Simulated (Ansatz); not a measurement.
# C₂H₉NOSi: one species, many methods

Aim: compute C₂H₉NOSi with functionals from several rungs and with coupled cluster, and see how far each lands from CCSD(T) at the basis-set limit for the atomisation energy.

Program: Ansatz 0.2.0, Gaussian basis. Level of theory: functionals in def2-TZVPP, the program's frozen cores in correlated methods. These are calculated values, not measurements.

The runs, in order: PBE-D4, r2SCAN-D4, PBE0-D4, B3LYP-D4, ωB97X-V, ωB97M-V, B2PLYP; CCSD(T)/def2-TZVPP; MP2/def2-QZVPP; extrapolation to the limit.

### Step 1. The geometry

All runs share one geometry, relaxed beforehand with PBE0-D4 in a triple-zeta def2 set.

14 atoms, charge 0, spin multiplicity 1.

Atoms are counted from 1 here; the program's logs count them from 0.

Bond lengths: C1–N2 1.446 Å, C1–H6 1.095 Å, C1–H7 1.093 Å, C1–H8 1.097 Å, N2–Si3 1.705 Å, N2–H9 1.008 Å, Si3–O4 1.647 Å, Si3–H10 1.490 Å, Si3–H11 1.479 Å, O4–C5 1.406 Å, C5–H12 1.092 Å, C5–H13 1.098 Å, C5–H14 1.096 Å. Angles: N2–C1–H6 111.5°, N2–C1–H7 109.3°, N2–C1–H8 113.2°, H6–C1–H7 107.1°, H6–C1–H8 108.0°, H7–C1–H8 107.4°, C1–N2–Si3 125.8°, C1–N2–H9 113.8°, Si3–N2–H9 118.9°, N2–Si3–O4 117.4°, N2–Si3–H10 105.3°, N2–Si3–H11 108.7°, O4–Si3–H10 107.9°, O4–Si3–H11 103.5°, H10–Si3–H11 114.5°, Si3–O4–C5 122.5°, O4–C5–H12 108.6°, O4–C5–H13 111.8° and more.

### Step 2. PBE-D4 (GGA)

in.yaml

```yaml
crystal:
  periodic: [false, false, false]
  atoms:
    - {symbol: C, position_ang: [-1.635110, -1.050622, 0.359609]}
    - {symbol: N, position_ang: [-0.607784, -1.096225, -0.657040]}
    - {symbol: Si, position_ang: [0.273934, 0.238914, -1.245416]}
    - {symbol: O, position_ang: [1.623651, 0.681128, -0.412109]}
    - {symbol: C, position_ang: [1.572396, 1.157455, 0.909700]}
    - {symbol: H, position_ang: [-2.496592, -1.668974, 0.087925]}
    - {symbol: H, position_ang: [-1.995739, -0.024438, 0.464046]}
    - {symbol: H, position_ang: [-1.281651, -1.376837, 1.345521]}
    - {symbol: H, position_ang: [-0.276068, -2.025827, -0.859422]}
    - {symbol: H, position_ang: [-0.678433, 1.384140, -1.214267]}
    - {symbol: H, position_ang: [0.791045, -0.090918, -2.591433]}
    - {symbol: H, position_ang: [2.550758, 1.565447, 1.170865]}
    - {symbol: H, position_ang: [0.825669, 1.953443, 1.026648]}
    - {symbol: H, position_ang: [1.333914, 0.353314, 1.615381]}
basis:
  gaussian: {orbitals: def2-TZVPP}
hamiltonian: {xc: pbe, dispersion: d4}
output: {forces: true, orbitals: {seedname: orbitals}}
```

Launch:

```bash
> ansatz run in.yaml --threads 2 --pin off --events-out ev --progress --plain --max-ram 22528MiB --backend cuda --devices 0, --max-vram 18GiB
```

The runs that follow: r2SCAN-D4 (meta-GGA); PBE0-D4 (hybrid); B3LYP-D4 (hybrid); ωB97X-V (range-separated); ωB97M-V (range-separated); B2PLYP (double hybrid); CCSD(T) in def2-TZVPP; MP2 in def2-QZVPP.

**Question.** What will the summary of the whole plan be? Wanted: atomisation energy, CCSD(T)/CBS; farthest; mean size of error, hybrid; mean size of error, range-separated; gap, smallest and largest; T1 diagnostic; triples share of the correlation energy.

**Answer**, as computed:

```
                               quantity                                           value
        atomisation energy, CCSD(T)/CBS                                       53.337 eV
    functionals within 0.267 eV (0.5 %)  r2SCAN-D4, PBE0-D4, B3LYP-D4, ωB97X-V, ωB97M-V
                               farthest                              B2PLYP (-0.580 eV)
             mean size of error, hybrid                                        0.139 eV
    mean size of error, range-separated                                        0.131 eV
              gap, smallest and largest            5.54 eV (PBE-D4), 12.07 eV (ωB97X-V)
                          T1 diagnostic                                          0.0108
triples share of the correlation energy                                           3.5 %
```

What this shows: PBE-D4 misses by +0.576 eV. Double hybrids carry the basis error of their MP2 part in triple zeta, and no dispersion term here, so their miss is partly the set-up's. The reference freezes the cores and leaves out relativity and excitations past (T), so misses under about 0.267 eV can't be ranked. Hartree-Fock recovers 73 % of the binding; the rest is correlation. The gap grows from 5.5 to 12.1 eV across the functionals, mostly with the share of exact exchange.
